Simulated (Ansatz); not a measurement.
# ScSb2P3: the cost of one run

Computed with Ansatz 0.2.0 (DFT PBE, scalar-relativistic, plane waves, PAW, unless a step's input says otherwise).

1 further run of the same task is left out (it didn't finish).

## (1) The structure to begin with

The structure is hexagonal, space group P6/mmm (No. 191). Conventional cell: a = 5.433 Å, b = 5.433 Å, c = 6.405 Å, α = 90.00°, β = 90.00°, γ = 120.00°. Sc (site symmetry 6/mmm) is surrounded by 8 P at 3.14 to 3.20 Å. Sb (site symmetry -6m2) has 3 Sb at 3.14 Å and 5 P at 3.14 to 3.20 Å as nearest neighbours. Around P (site symmetry -6m2) lie 3 P at 3.14 Å and 3 Sc at 3.14 Å and 2 Sb at 3.20 Å. P (site symmetry 6/mmm) has 6 Sb at 3.14 Å and 2 Sc at 3.20 Å as nearest neighbours.

Coordinates:

```
Sc Sb P
1.0
     5.43339    0.00000    0.00000
    -2.71670    4.70546    0.00000
     0.00000    0.00000    6.40516
Sc Sb P
1 2 3
Direct
  0.00000 0.00000 0.50000
  0.33333 0.66667 0.00000
  0.66667 0.33333 0.00000
  0.33333 0.66667 0.50000
  0.66667 0.33333 0.50000
  0.00000 0.00000 0.00000
```

Recipe of the guess: random cell by space group and Wyckoff sites (P6/mmm, No. 191). The dimensions are guesses.

## (2) A first look at the guess

input.yaml

```yaml
crystal:
  lattice:
    - [5.43339295, 0.0, 0.0]
    - [-2.71669647, 4.70545632, 0.0]
    - [0.0, 0.0, 6.40516154]
  atoms:
    - { symbol: Sc, position: [0.0, 0.0, 0.5] }
    - { symbol: Sb, position: [0.33333333, 0.66666667, 0.0] }
    - { symbol: Sb, position: [0.66666667, 0.33333333, 0.0] }
    - { symbol: P, position: [0.33333333, 0.66666667, 0.5] }
    - { symbol: P, position: [0.66666667, 0.33333333, 0.5] }
    - { symbol: P, position: [0.0, 0.0, 0.0] }
basis:
  ecutwfc: 420
kpoints:
  mp_grid: { grid: [6, 6, 4] }
hamiltonian:
  xc: pbe
scf:
  occupations: { method: gaussian, width: 0.1 }
  lower_state_search: "off"
output:
  forces: true
  stress: true
  eigenvalues: true
```

Run with:

```bash
$ ansatz run input.yaml --threads 1 --pin off --max-ram 2560MiB --backend cpu --events-out ev --progress --plain --runs-dir out
```

Q: Estimate wall time and peak memory on 1 thread of AMD EPYC 7R43 (Zen 3), shared host.

About 4.6 s, with a peak of 0.5 GiB.
